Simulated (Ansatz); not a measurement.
# CH6GeO3: one species, many methods

One table from this session's results is given with a row withheld; the runs are named, their logs left out.

Computed with Ansatz 0.2.0, Gaussian basis. Level: functionals in def2-TZVPP, the program's frozen cores in correlated methods.

The runs, in order: LDA (SPW92), PBE-D4, revPBE-D4, BLYP-D4, r2SCAN-D4, B97M-V, PBE0-D4, B3LYP-D4, r2SCANh-D4, r2SCAN0-D4, HSE06-D4, BHLYP-D4, CAM-B3LYP-D4, LC-ωPBE, ωB97X-V, ωB97M-V, B2PLYP, PBE-QIDH; CCSD(T)/def2-SVP; CCSD(T)/def2-TZVPP; MP2/def2-QZVPP; extrapolation to the limit; RPA on PBE.

### The geometry

An earlier PBE0-D4 in a triple-zeta def2 set relaxation fixed the geometry.

SMILES `[CH3][Ge]([OH])([OH])[OH]`, 11 atoms, charge 0, spin multiplicity 1.

Atoms are counted from 1 here; the program's logs count them from 0.

Bond lengths: C1–Ge2 1.921 Å, C1–H6 1.090 Å, C1–H7 1.090 Å, C1–H8 1.090 Å, Ge2–O3 1.773 Å, Ge2–O4 1.773 Å, Ge2–O5 1.773 Å, O3–H9 0.961 Å, O4–H10 0.961 Å, O5–H11 0.961 Å. Angles: Ge2–C1–H6 109.6°, Ge2–C1–H7 109.6°, Ge2–C1–H8 109.6°, H6–C1–H7 109.3°, H6–C1–H8 109.3°, H7–C1–H8 109.3°, C1–Ge2–O3 111.5°, C1–Ge2–O4 111.5°, C1–Ge2–O5 111.5°, O3–Ge2–O4 107.4°, O3–Ge2–O5 107.4°, O4–Ge2–O5 107.4°, Ge2–O3–H9 111.1°, Ge2–O4–H10 111.1°, Ge2–O5–H11 111.1°.

As a file:

```xyz
11
charge 0, multiplicity 1
C    -1.53689    0.45251    0.37909
Ge    0.25594   -0.07941   -0.05931
O     1.32488    0.01715    1.35236
O     0.94958    0.95503   -1.32167
O     0.31035   -1.74954   -0.65295
H    -1.51615    1.40021    0.91691
H    -2.11782    0.56946   -0.53560
H    -2.00112   -0.30821    1.00648
H     1.80517   -0.80504    1.47886
H     1.80781    1.29531   -1.05643
H     0.78365   -1.80436   -1.48702
```

The first run:

Input file in.yaml:

```yaml
crystal:
  periodic: [false, false, false]
  atoms:
    - {symbol: C, position_ang: [-1.536895, 0.452508, 0.379090]}
    - {symbol: Ge, position_ang: [0.255937, -0.079412, -0.059312]}
    - {symbol: O, position_ang: [1.324883, 0.017153, 1.352361]}
    - {symbol: O, position_ang: [0.949580, 0.955035, -1.321675]}
    - {symbol: O, position_ang: [0.310350, -1.749540, -0.652953]}
    - {symbol: H, position_ang: [-1.516148, 1.400206, 0.916907]}
    - {symbol: H, position_ang: [-2.117817, 0.569463, -0.535600]}
    - {symbol: H, position_ang: [-2.001123, -0.308210, 1.006475]}
    - {symbol: H, position_ang: [1.805175, -0.805044, 1.478856]}
    - {symbol: H, position_ang: [1.807805, 1.295307, -1.056428]}
    - {symbol: H, position_ang: [0.783652, -1.804364, -1.487022]}
basis:
  gaussian: {orbitals: def2-TZVPP}
hamiltonian: {xc: lda}
output: {orbitals: {seedname: orbitals}}
```

Started as:

```console
> ansatz run in.yaml --threads 2 --pin off --events-out ev --progress --plain --max-ram 32768MiB --backend cpu
```

Among the steps run: LDA; PBE-D4 (GGA); revPBE-D4 (GGA); BLYP-D4 (GGA); r2SCAN-D4 (meta-GGA); B97M-V (meta-GGA); PBE0-D4 (hybrid); B3LYP-D4 (hybrid); r2SCANh-D4 (hybrid); r2SCAN0-D4 (hybrid); HSE06-D4 (hybrid); BHLYP-D4 (hybrid); CAM-B3LYP-D4 (range-separated); LC-ωPBE (range-separated); ωB97X-V (range-separated); ωB97M-V (range-separated); B2PLYP (double hybrid); PBE-QIDH (double hybrid).

One of the session's tables, all rows but one given; the rest of the session is left out.

It belongs to the step «Orbital energies across the functionals». 

```
  functional  HOMO (eV)  gap (eV)
 LDA (SPW92)      -7.09      6.24
      PBE-D4      -6.89      6.23
   revPBE-D4      -6.82      6.25
     BLYP-D4      -6.80      6.09
   r2SCAN-D4      -7.26      7.18
      B97M-V      -7.35      6.92
     PBE0-D4      -8.51      8.76
    B3LYP-D4      -8.26      8.12
  r2SCANh-D4          ?         ?
  r2SCAN0-D4      -8.77      9.41
    HSE06-D4      -8.11      7.99
    BHLYP-D4     -10.03     10.95
CAM-B3LYP-D4      -9.98     11.01
     LC-ωPBE     -11.33     13.74
     ωB97X-V     -10.97     13.15
     ωB97M-V     -10.88     12.66
```

Q: Estimate the row for r2SCANh-D4 from the others.

Worked estimate for «HOMO (eV)». Against the share of exact exchange, r2SCAN-D4 (0, -7.26), r2SCAN0-D4 (0.25, -8.77) give a slope of -6.04 per unit share; at 0.1 the line stands at -7.86.

As computed: HOMO (eV): -7.87; gap (eV): 8.08. In «HOMO (eV)» the line misses by +0.01.
